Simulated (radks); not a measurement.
# Se⁺ in [Ar] 3d10 4s1.5 4p3 5s0.5: an all-electron calculation

An exercise on one series of results from a longer session: the logs are not shown, and one member is left open.

Method: scalar-relativistic Kohn-Sham, SOGGA, spin-unpolarised, spherical densities, point nucleus. Code: radks (a radial shooting solver on a logarithmic mesh, Libxc functionals) version 1.

### What is computed

```
element       : selenium (Z = 34)
charge        : +1
electrons     : 33
configuration : [Ar] 3d10 4s1.5 4p3 5s0.5
```

The first run:

Settings of this run:

```text
Z 34
configuration [Ar] 3d10 4s1.5 4p3 5s0.5
relativity scalar-relativistic
functional sogga,pbe
spin unpolarised
nucleus point
c 137.035999084
```

One table of the session follows, with a row left open; its other results are not shown here.

It belongs to the step «Radial structure». From the orbitals of this run (lengths in bohr):

```
level     <r>  outermost maximum (interpolated)  90 % within  nodes
   1s       ?                                 ?            ?      ?
   2s  0.1961                             0.165        0.303      1
   2p  0.1712                             0.132        0.279      0
   3s  0.5744                             0.503        0.856      2
   3p  0.5897                             0.500        0.902      1
   3d  0.6290                             0.452         1.04      0
   4s   1.717                              1.48         2.54      3
   4p   2.054                              1.72         3.10      2
   5s   4.776                              4.25         6.95      4
```

**Question.** Estimate the row for 1s.

The run gave: <r>: 0.04411; outermost maximum (interpolated): 0.0288; 90 % within: 0.0789; nodes: 0. In the column «<r>» it is the lowest.
